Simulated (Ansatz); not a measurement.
# CH6FNZn: the cost of one run

All numbers below are computed with Ansatz 0.2.0 (RKS B3LYP-D4/def2-SVP).

**1. The structure to begin with**

Bond lengths: Zn1–N2 2.253 Å, Zn1–C3 1.998 Å, Zn1–F5 2.127 Å, N2–H6 1.009 Å, N2–H7 1.009 Å, C3–H8 1.082 Å, C3–H9 1.082 Å, C3–H10 1.083 Å. Angles: Zn1–N2–H6 124.4°, Zn1–N2–H7 124.8°, H6–N2–H7 108.2°, N2–Zn1–C3 166.7°, N2–Zn1–F5 67.6°, C3–Zn1–F5 125.5°, Zn1–C3–H8 112.3°, Zn1–C3–H9 109.4°, Zn1–C3–H10 109.5°, H8–C3–H9 108.8°, H8–C3–H10 108.4°, H9–C3–H10 108.3°.

Coordinates:

```xyz
10

Zn   -0.0748   -0.1645   -0.0513
N     1.6451    0.9845    0.8428
C    -1.4553   -1.5166   -0.5601
H     0.8887    1.7855    0.0862
F    -0.0843    1.8844   -0.6232
H     1.6665    1.3348    1.7885
H     2.5897    0.9778    0.4873
H    -1.0651   -2.5262   -0.5467
H    -1.8230   -1.2978   -1.5541
H    -2.2875   -1.4619    0.1305
```

**2. Pulling towards end A**

Springs on the bonds that form and break draw the guess towards this end; the thresholds are loose.

The input, input.yaml:

```yaml
crystal:
  periodic: [false, false, false]
  atoms:
    - { symbol: Zn, position_ang: [-0.0748, -0.1645, -0.0513] }
    - { symbol: "N", position_ang: [1.6451, 0.9845, 0.8428] }
    - { symbol: C, position_ang: [-1.4553, -1.5166, -0.5601] }
    - { symbol: H, position_ang: [0.8887, 1.7855, 0.0862] }
    - { symbol: F, position_ang: [-0.0843, 1.8844, -0.6232] }
    - { symbol: H, position_ang: [1.6665, 1.3348, 1.7885] }
    - { symbol: H, position_ang: [2.5897, 0.9778, 0.4873] }
    - { symbol: H, position_ang: [-1.0651, -2.5262, -0.5467] }
    - { symbol: H, position_ang: [-1.823, -1.2978, -1.5541] }
    - { symbol: H, position_ang: [-2.2875, -1.4619, 0.1305] }
basis:
  gaussian: { orbitals: def2-SVP }
hamiltonian:
  xc: b3lyp
  dispersion: d4
relax:
  f_tol: 0.15
  max_steps: 25
  restrain:
    - { distance: [0, 4], at: 3.09, k: 30.0 }
    - { distance: [3, 1], at: 2.32, k: 30.0 }
    - { distance: [0, 1], at: 1.93, k: 30.0 }
    - { distance: [3, 4], at: 0.88, k: 30.0 }
```

Run with:

```
ansatz run input.yaml --threads 2 --pin off --max-ram 3072MiB --backend cpu --events-out ev --progress --plain --runs-dir out
```

Q: Estimate wall time and peak memory on 2 threads of Intel Xeon Platinum 8259CL at 2.50GHz (Skylake/Cascade Lake), shared host.

About 33 s, with a peak of 0.25 GiB.
